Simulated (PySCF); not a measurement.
**O⁻ at other levels of theory**

What do other methods print for O⁻?

Method: each script names its method and basis; program: PySCF 2.14.0.

2 further runs of the same task are left out: 2 that didn't finish.

## (1) The atom

O⁻: 1 atom, charge -1, spin multiplicity 2.

## (2) The run that the others are compared with

Input file input.py:

```python
from pyscf import gto, dft

mol = gto.M(
    atom='O 0 0 0',
    basis='3-21g',
    charge=-1,
    spin=1,
    verbose=4,
)
mf = dft.UKS(mol, xc='hcth407')
mf.kernel()
mf.stability(internal=True, external=True)
mf.dip_moment()
print('orbital energies (hartree):', [e[max(0, n-3):n+3].round(4) for e, n in zip(mf.mo_energy, mol.nelec)])
```

The run is started by

```sh
$ OMP_NUM_THREADS=1 python input.py
```

## (3) TDDFT

Variant 1 changes step after the SCF: stability → tddft; number of roots: none → 3.

Changes to input.py since step 2:

```diff
@@ -1,2 +1,2 @@
-from pyscf import gto, dft
+from pyscf import gto, dft, tdscf
 
@@ -11,3 +11,6 @@
 mf.kernel()
-mf.stability(internal=True, external=True)
+td = tdscf.TDDFT(mf)
+td.nstates = 3
+td.kernel()
+td.analyze()
 mf.dip_moment()
```

## (4) Polarisability

Variant 2 changes step after the SCF: stability → polarizability.

Changes to input.py since step 2:

```diff
@@ -1,2 +1,3 @@
 from pyscf import gto, dft
+from pyscf.prop.polarizability import uhf as pol
 
@@ -11,3 +12,4 @@
 mf.kernel()
-mf.stability(internal=True, external=True)
+print('polarizability (a.u.)')
+print(pol.Polarizability(mf).polarizability().round(4))
 mf.dip_moment()
```

## (5) Wb97x

Variant 3 changes functional: hcth407 → wb97x.

Changes to input.py since step 2:

```diff
@@ -9,3 +9,3 @@
 )
-mf = dft.UKS(mol, xc='hcth407')
+mf = dft.UKS(mol, xc='wb97x')
 mf.kernel()
```

## (6) Hse06

Variant 4 changes functional: hcth407 → hse06.

Changes to input.py since step 2:

```diff
@@ -9,3 +9,3 @@
 )
-mf = dft.UKS(mol, xc='hcth407')
+mf = dft.UKS(mol, xc='hse06')
 mf.kernel()
```

What does the calculation give? Wanted: for each run, E(SCF); from base; gap, α spin; after the SCF.

As calculated:

| run | E(SCF) (hartree) | from base (eV) | cycles | gap, α spin (eV) | after the SCF |
| --- | --- | --- | --- | --- | --- |
| base | -74.561170 | 0 | 8 | 40.77 | unstable: internal, UHF/UKS -> GHF/GKS |
| TDDFT | -74.561170 | 0.0000 | 8 | 40.77 | lowest root found 16.42 eV |
| polarisability | -74.561170 | 0.0000 | 8 | 40.77 | n/a |
| wb97x | -74.573402 | not comparable | 7 | 50.73 | unstable: internal, UHF/UKS -> GHF/GKS |
| hse06 | -74.519645 | not comparable | 6 | 44.26 | unstable: UHF/UKS -> GHF/GKS |

What this shows: The highest filled level of this anion is positive: the basis lacks diffuse functions or the electron is not bound, so these numbers hang on the basis. A lower total energy from another functional means nothing by itself.
